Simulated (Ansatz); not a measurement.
Crystal: FeCO3 (Siderite).

```
Fe O C
1.0
     2.34435    1.35351    5.12433
    -2.34435    1.35351    5.12433
     0.00000   -2.70702    5.12433
Fe O C
2 6 2
Direct
  0.50000 0.50000 0.50000
  0.00000 0.00000 0.00000
  0.02430 0.75000 0.47570
  0.75000 0.47570 0.02430
  0.47570 0.02430 0.75000
  0.97570 0.25000 0.52430
  0.25000 0.52430 0.97570
  0.52430 0.97570 0.25000
  0.75000 0.75000 0.75000
  0.25000 0.25000 0.25000
```

Base run:

```yaml
Program: Ansatz 0.2.0
Functional: LDA
Potentials_or_basis: all-electron LAPW, scalar-relativistic
Cutoff: 663 eV (chosen from the basis error)
Basis_error_allowed: 0.002 eV/atom
k_mesh: 7 × 7 × 7
Occupations: fermi-dirac, width 0.05 eV
Spin: collinear spin, ferromagnetic start
Starting_moments: "[3.0, 3.0, 0.0, 0.0, 0.0, 0.0, 0.0, 0.0, 0.0, 0.0] μB"
```

Its results: pressure -8.5 GPa; net moment 8.00 μB per cell; site moments Fe +3.19; O +0.08; C +0.01 μB; largest force 0.300 eV/Å.

The run is repeated on the same cell with these changes: functional from LDA to PBEsol. What comes out?

Pressure -2.0 GPa; net moment 8.00 μB per cell; site moments Fe +3.21; O +0.08; C +0.01 μB; largest force 0.527 eV/Å.

PBEsol binds less tightly than LDA, so the same cell stands under more pressure.

Caveats: only a ferromagnetic start was run, and an antiferromagnetic order may lie lower in energy.
